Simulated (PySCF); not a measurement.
**doublet SiN2H5Cl+: levels of theory compared**

Aim: a comparison of 6 runs (UHF/STO-3G, UHF/3-21G, U-wB97M-V/6-31G*, UB2PLYP/6-31G*, UB3LYP/6-31G*, USCS-MP2/6-31G*) of doublet SiN2H5Cl+. 

The results are computed with PySCF 2.14.0.

1 further run of the same task is left out (set aside as unsound or not needed).

## (1) The structure to begin with

SiN2H5Cl+: 9 atoms, total charge +1, spin state doublet. SMILES of the parent species: `N[SiH](N)Cl`. Geometry: relaxed at PBE0-D4/def2-TZVP. This is one conformer, not always the lowest. That shape belongs to the parent species and isn't relaxed for this state.

Bond lengths: N1–Si2 1.699 Å, Si2–N3 1.697 Å, Si2–Cl4 2.073 Å, N1–H5 1.005 Å, N1–H6 1.006 Å, Si2–H7 1.482 Å, N3–H8 1.007 Å, N3–H9 1.008 Å. Some angles: N1–Si2–N3 107.9°, N1–Si2–Cl4 103.8°, N3–Si2–Cl4 116.7°, N1–Si2–H7 118.8°, N3–Si2–H7 105.8°, Cl4–Si2–H7 104.4°, Si2–N1–H5 121.2°, Si2–N1–H6 120.9°, Si2–N3–H8 120.2°, Si2–N3–H9 120.5°.

## (2) A single-point energy at UHF/STO-3G (run 1)

start.xyz

```xyz
9

N     -0.509800     1.299800    -0.392000
Si     0.353100    -0.162800    -0.342500
N      0.059300    -0.889800     1.162600
Cl    -0.311800    -1.187600    -2.017200
H     -0.798400     1.704400    -1.266000
H     -0.413900     1.982200     0.341600
H      1.826600    -0.127300    -0.492100
H      0.678600    -1.603400     1.510800
H     -0.883700    -1.015500     1.494800
```

run.py

```python
from pyscf import gto

mol = gto.M(
    atom='start.xyz',
    verbose=3,
    charge=1,
    basis='sto-3g',
    max_memory=1860,
    spin=1,
)

myscf = mol.UHF()
myscf.conv_tol = 1e-10
myscf.kernel()
if not myscf.converged:
    myscf = myscf.newton().run(myscf.mo_coeff, myscf.mo_occ)

e_tot = myscf.e_tot
print('Final energy', e_tot)
```

Command:

```
OMP_NUM_THREADS=1 python run.py
```

Output:

```text
converged SCF energy = -850.422151772572  <S^2> = 0.76106022  2S+1 = 2.0110298
Final energy -850.4221517725721
```

Wall time 0.85 s (1 thread of Intel Xeon Platinum 8375C at 2.90GHz (Ice Lake), shared host); peak memory 0.12 GiB.

## (3) A single-point energy at UHF/3-21G (run 2)

job.py

```python
from pyscf import gto

molecule = gto.Mole()
molecule.atom = '''
N     -0.963382     2.456266    -0.740773
Si     0.667262    -0.307647    -0.647231
N      0.112061    -1.681478     2.196996
Cl    -0.589217    -2.244239    -3.811956
H     -1.508757     3.220849    -2.392393
H     -0.782158     3.745815     0.645530
H      3.451774    -0.240562    -0.929934
H      1.282368    -3.029987     2.854998
H     -1.669951    -1.919017     2.824763
'''
molecule.verbose = 4
molecule.max_memory = 1860
molecule.spin = 1
molecule.unit = 'bohr'
molecule.charge = 1
molecule.basis = '3-21g'
molecule.build()

mf = molecule.UHF()
mf.conv_tol = 1e-10
mf.kernel()
if not mf.converged:
    mf = mf.newton().run(mf.mo_coeff, mf.mo_occ)

energy = mf.e_tot
print(f'total energy: {energy:.8f} hartree')
```

Command:

```
OMP_NUM_THREADS=1 python job.py
```

Output:

```text
PySCF version 2.14.0

[... 109 lines left out ...]
converged SCF energy = -855.674534031101  <S^2> = 0.75983208  2S+1 = 2.009808
total energy: -855.67453403 hartree
```

It took 1.1 s on 1 thread of Intel Xeon Platinum 8375C at 2.90GHz (Ice Lake), shared host; peak memory 0.12 GiB.

Runs 3 to 4 aren't shown in full; the table further down has their settings and results.

## (4) A single-point energy at UB3LYP/6-31G(d) (spherical functions) (run 5)

run.py

```python
from pyscf import gto, dft

molecule = gto.M(
    atom='''
N     -0.963382     2.456266    -0.740773
Si     0.667262    -0.307647    -0.647231
N      0.112061    -1.681478     2.196996
Cl    -0.589217    -2.244239    -3.811956
H     -1.508757     3.220849    -2.392393
H     -0.782158     3.745815     0.645530
H      3.451774    -0.240562    -0.929934
H      1.282368    -3.029987     2.854998
H     -1.669951    -1.919017     2.824763
''',
    spin=1,
    max_memory=1860,
    verbose=3,
    basis='6-31g*',
    charge=1,
    unit='bohr',
)

mf = dft.UKS(molecule)
mf.xc = 'b3lyp'
mf.conv_tol = 1e-10
mf.grids.level = 5
mf.kernel()
if not mf.converged:
    mf = mf.newton().run(mf.mo_coeff, mf.mo_occ)

e_tot = mf.e_tot
print('Final energy', e_tot)
```

Command:

```
OMP_NUM_THREADS=1 python run.py
```

Output:

```text
converged SCF energy = -861.947329219121  <S^2> = 0.75607202  2S+1 = 2.0060628
Final energy -861.9473292191213
```

Run time: 36 s. Hardware: 1 thread of Intel Xeon Platinum 8375C at 2.90GHz (Ice Lake), shared host; peak memory 0.41 GiB.

## (5) A single-point energy at USCS-MP2/6-31G(d) (spherical functions) (run 6)

input.py

```python
from pyscf import gto, scf, mp

mol = gto.Mole()
mol.atom = [
    ('N', (-0.509800, 1.299800, -0.392000)),
    ('Si', (0.353100, -0.162800, -0.342500)),
    ('N', (0.059300, -0.889800, 1.162600)),
    ('Cl', (-0.311800, -1.187600, -2.017200)),
    ('H', (-0.798400, 1.704400, -1.266000)),
    ('H', (-0.413900, 1.982200, 0.341600)),
    ('H', (1.826600, -0.127300, -0.492100)),
    ('H', (0.678600, -1.603400, 1.510800)),
    ('H', (-0.883700, -1.015500, 1.494800)),
]
mol.charge = 1
mol.max_memory = 1860
mol.basis = '6-31g*'
mol.verbose = 3
mol.spin = 1
mol.build()

myscf = scf.UHF(mol)
myscf.conv_tol = 1e-10
myscf.kernel()
if not myscf.converged:
    myscf = myscf.newton().run(myscf.mo_coeff, myscf.mo_occ)

pt = mp.MP2(myscf, frozen=12).run()
e_tot = myscf.e_tot + 1.2 * pt.e_corr_os + pt.e_corr_ss / 3
print('E(%s) = %.9f' % ('SCS-MP2', e_tot))
```

Command:

```
OMP_NUM_THREADS=1 python input.py
```

Output:

```text
converged SCF energy = -859.987893910504  <S^2> = 0.76016744  2S+1 = 2.0101417
E(UMP2) = -860.479343433617  E_corr = -0.4914495231122
E(SCS-UMP2) = -860.471479627784  E_corr = -0.483585717279652
E(SCS-MP2) = -860.471479628
```

Wall time 2.4 s (1 thread of Intel Xeon Platinum 8375C at 2.90GHz (Ice Lake), shared host); peak memory 0.17 GiB.

## (6) The series

```tsv
run	level	integration grid	nlc grid	energy (Eh)	HOMO energy (eV)	LUMO energy (eV)	⟨S²⟩	wall time
1	UHF/STO-3G	–	–	-850.422152	-14.29	-4.23	0.761	0.85 s
2	UHF/3-21G	–	–	-855.674534	-16.21	-7.02	0.760	1.1 s
3	U-wB97M-V/6-31G* (spherical functions)	5	1	-861.811305	-15.15	-10.27	0.757	4.5 min
4	UB2PLYP/6-31G* (spherical functions)	5	–	-861.501207	-14.05	-10.52	0.758	36 s
5	UB3LYP/6-31G* (spherical functions)	5	–	-861.947329	-13.11	-11.99	0.756	36 s
6	USCS-MP2/6-31G* (spherical functions)	–	–	-860.471480	-16.24	-6.99	0.760	2.4 s
```

## (7) Summary of results

```
                                                         quantity          value
                                              run 6: total energy  -860.47148 Eh
run 6: HOMO energy (Hartree–Fock orbitals) (highest over α and β)      -16.24 eV
 run 6: LUMO energy (Hartree–Fock orbitals) (lowest over α and β)       -6.99 eV
              run 6: correlation energy (12 core orbitals frozen)     -483.6 mEh
                         run 6: ⟨S²⟩ of the reference determinant          0.760
```

In words: Totals of different functionals can't be ranked against each other. In run 1 the basis is minimal, so the values are rough. All runs together took 5.8 min, the longest 4.5 min.
